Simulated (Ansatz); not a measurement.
# MgBr (SMILES [Mg][Br]): UHF/aug-cc-pVTZ

Aim: the energy change on altering one bond length of MgBr at UHF/aug-cc-pVTZ, from 2 runs. 

Program for the calculation: Ansatz 0.2.0.

18 further runs of the same task are left out: 18 set aside as unsound or not needed. Runs told in other sessions of the task aren't counted.

## Step 1: The structure to begin with

MgBr has 2 atoms, charge 0, and is taken as a doublet. SMILES: `[Mg][Br]`. The coordinates come from a PBE0-D4/def2-TZVP relaxation.

Bond lengths: Mg1–Br2 2.369 Å.

## Step 2: A single-point energy at UHF/aug-cc-pVTZ

Input file job.yaml:

```yaml
crystal:
  periodic: [false, false, false]
  atoms:
    - {symbol: Mg, position_ang: [-0.994600, 0.306400, -0.519100]}
    - {symbol: Br, position_ang: [1.024100, -0.366500, 0.523200]}
basis:
  gaussian:
    orbitals: aug-cc-pVTZ
magnetization:
  spin_polarized: true
  initial_magnetization: 1
hamiltonian:
  xc: hf
accuracy: high
output: {orbitals: {seedname: orbitals}}
```

The run is started by

```bash
$ ansatz run job.yaml --threads 1 --pin off --max-ram 2610MiB --events-out events.jsonl --progress --plain --runs-dir runs
```

What it wrote:

```text
Warning: RAYON_NUM_THREADS=1 ignored (pool sized by the plan → 1); use --threads N
Functional definition: HF
  name "HF"
  exchange = exact_x
  correlation = 0
1358 factors; integrals over basis functions are off by at most 4.3e-9 eV
mean field evaluation 1: about -75432.9970 eV, gradient 8.6e0 eV
mean field evaluation 2: about -75433.0504 eV, gradient 8.8e0 eV
mean field evaluation 4: about -75433.9889 eV, gradient 1.5e0 eV
mean field evaluation 8: about -75434.0710 eV, gradient 2.5e-1 eV
mean field evaluation 16: about -75434.0729 eV, gradient 1.1e-6 eV
mean field -75434.07292111 eV, -2772.1510487997 hartree, gradient 7.0e-8 eV, S^2 0.751311; 0 other end points of the search recorded, 0 dependent functions left out
reference -75434.07292111 eV, -2772.1510487997 hartree; 24, 23 occupied and 85, 86 virtual orbitals, 1358 factors
Total energy: -75434.07292111 eV, -2772.1510487997 hartree
```

Wall time 7.5 s (1 thread of Arm Neoverse V1, shared host); peak memory 0.3 GiB.

## Step 3: The distorted shape

Input file job.yaml:

```yaml
crystal:
  periodic: [false, false, false]
  atoms:
    - {symbol: Mg, position_ang: [-2.609539, 0.844713, -1.352929]}
    - {symbol: Br, position_ang: [1.024100, -0.366500, 0.523200]}
basis:
  gaussian:
    orbitals: aug-cc-pVTZ
accuracy: high
hamiltonian:
  xc: hf
magnetization:
  spin_polarized: true
  initial_magnetization: 1
output: {orbitals: {seedname: orbitals}}
```

The run is started by

```bash
$ ansatz run job.yaml --threads 1 --pin off --max-ram 2610MiB --events-out events.jsonl --progress --plain --runs-dir runs
```

What it wrote, cut to the lines that bear on the results:

```text
Warning: RAYON_NUM_THREADS=1 ignored (pool sized by the plan → 1); use --threads N
[... 2 set-up lines as earlier in the session ...]
[...]
1337 factors; integrals over basis functions are off by at most 4.8e-9 eV
[...]
mean field -75431.60618812 eV, -2772.0603980342 hartree, gradient 2.7e-8 eV, S^2 0.856058; 5 other end points of the search recorded, 0 dependent functions left out
reference -75431.60618812 eV, -2772.0603980342 hartree; 24, 23 occupied and 85, 86 virtual orbitals, 1337 factors
Total energy: -75431.60618812 eV, -2772.0603980342 hartree
```

It took 27 s on 1 thread of Arm Neoverse V1, shared host; peak memory 0.37 GiB.

## Step 4: Summary of results

At UHF/aug-cc-pVTZ:

```
                                                           quantity           value
                                          first shape: total energy  -2772.15105 Eh
                    first shape: HOMO energy (highest over α and β)        -7.86 eV
                     first shape: LUMO energy (lowest over α and β)        -0.28 eV
                                                  first shape: ⟨S²⟩           0.751
                                      distorted shape: total energy  -2772.06040 Eh
                distorted shape: HOMO energy (highest over α and β)        -7.10 eV
                 distorted shape: LUMO energy (lowest over α and β)        -1.41 eV
                                              distorted shape: ⟨S²⟩           0.856
energy change with the Mg1–Br2 bond stretched from 2.369 to 4.265 Å        2.467 eV
```

In words: With the Mg1–Br2 bond stretched from 2.369 to 4.265 Å the energy rises by 2.47 eV (57 kcal/mol). The first shape isn't relaxed at this level, so the change isn't measured from a minimum. ⟨S²⟩ (distorted shape) is 0.86 where a pure doublet has 0.75: the reference is spin-contaminated.
